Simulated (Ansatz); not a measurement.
## CH2BNTe, SMILES B1N=C[Te]1: an atomisation energy, step by step

Program: Ansatz 0.2.0, Python API.

Run as a notebook:

```python
from collections import Counter

import ansatz as az
```

```python
def total_energy(molecule, charge=0, unpaired=0):
    calc = molecule.calculation().basis(gaussian='def2-SVP').functional('pbe')
    if charge:
        calc = calc.charge(charge)
    if unpaired:
        calc = calc.spin('collinear', total=unpaired)
    return calc.run(threads=1).report['free_energy_ev']
```

```python
geometry_ang = [
    ('B', (-0.4208, 0.7941, -0.5292)),
    ('N', (0.9038, 0.3237, -0.1041)),
    ('C', (0.5007, -0.6311, 0.6927)),
    ('Te', (-1.2114, -1.0402, -0.2708)),
    ('H', (-0.8189, 1.7492, -1.2142)),
    ('H', (1.0886, -1.2598, 1.3794)),
]
molecule = az.Crystal.molecule()
for symbol, xyz in geometry_ang:
    molecule = molecule.atom(symbol, xyz)

# Hund ground states
unpaired = {'B': 1, 'N': 3, 'C': 2, 'Te': 2, 'H': 1}
counts = Counter(site.symbol for site in molecule.cartesian_sites)
atom_energy = {s: total_energy(az.Crystal.molecule().atom(s, (0, 0, 0)), 0, unpaired[s]) for s in counts}
whole = total_energy(molecule, 0, 0)
for s, e in atom_energy.items():
    print(f'{s:2s} x{counts[s]}  {e:14.5f} eV')
print(f'CH2BNTe: {whole:.5f} eV')
split = sum(counts[s] * e for s, e in atom_energy.items()) - whole
print(f'atomisation energy (no zero-point term): {split:.3f} eV, {split / sum(counts.values()):.3f} eV an atom')
```

    B  x1      -668.89754 eV
    N  x1     -1482.11110 eV
    C  x1     -1027.26350 eV
    Te x1     -7291.65647 eV
    H  x2       -13.56840 eV
    CH2BNTe: -10519.39266 eV
    atomisation energy (no zero-point term): 22.327 eV, 3.721 eV an atom

22.327 eV from the electronic energies, without the zero-point term.

Reading the output:
- Total energies depend on the basis set; only differences at equal settings carry meaning.
- The geometry is a force-field or estimated start, not a minimum of this method, and the basis set is short of its limit. All parts are taken at fixed geometry, without zero-point energy.
- def2 sets replace the cores of elements past krypton by effective core potentials.
- This functional overbinds, so such energies come out a few per cent too high (LDA far more).
- The spin-orbit lowering of heavy atoms is left out.
- It ran for 3.9 s on 1 thread of Arm Neoverse V1, with other jobs on the host, peak memory 0.17 GiB.
